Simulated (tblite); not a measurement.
# C11H22BN2: the cost of one run

Computed with tblite 0.8.0 and PySCF 2.14.0 and routines of our own; the level stands in each step. Atoms count from 0.

## (1) The system as given

36 atoms, charge 1, multiplicity 1; geometry from: force field or distance geometry start.

## (2) Optimising the geometry with GFN2-xTB

What the job is given:

```
{"job": {"kind": "relax", "xc": "GFN2-xTB", "basis": "xTB"}, "charge": 1, "multiplicity": 1}
C     -0.506700    -0.665000    -2.205600
B     -1.010100    -0.769500    -0.691600
C     -0.809500    -2.237000    -0.031200
C     -1.019100     0.495500     0.207400
C      0.142700     0.909600     0.688200
C      1.397100     0.222400     0.364100
C      2.536400     0.680800     0.846100
N      3.789600     0.056300     0.582900
C      4.631300    -0.366100     1.707000
C      4.258800    -0.198200    -0.753500
C     -2.203700     1.235600     0.582600
N     -3.404900     0.972400     0.230900
C     -4.463500     1.849600     0.713100
C     -3.795400    -0.131300    -0.617900
H     -0.310000     0.409300    -2.454100
H     -1.282200    -1.102300    -2.888900
H      0.403800    -1.279100    -2.326600
H      0.120400    -2.658600    -0.445100
H     -1.697700    -2.878100    -0.302700
H     -0.785200    -2.181500     1.077800
H      0.242300     1.795800     1.325300
H      1.445100    -0.657400    -0.255300
H      2.573100     1.569700     1.497300
H      4.977600    -1.381000     1.506300
H      5.444500     0.371200     1.873600
H      3.954200    -0.319100     2.617200
H      4.161900     0.692200    -1.417700
H      5.349500    -0.425900    -0.675100
H      3.790900    -1.078400    -1.226000
H     -2.056800     2.118100     1.238800
H     -5.411800     1.271800     0.714900
H     -4.594500     2.682600    -0.005800
H     -4.256000     2.241500     1.707700
H     -3.460400    -1.064000    -0.103200
H     -4.896700    -0.119600    -0.780300
H     -3.265800    -0.026100    -1.571600
```

The run is started by

```bash
$ OMP_NUM_THREADS=4 python excited_run.py task.json out
```

This one command runs all jobs of the session in turn.

Q: Estimate the wall time and peak memory of this first job on 4 threads of Arm Neoverse V1, shared host.

About 2 s, with a peak of 0.19 GiB.
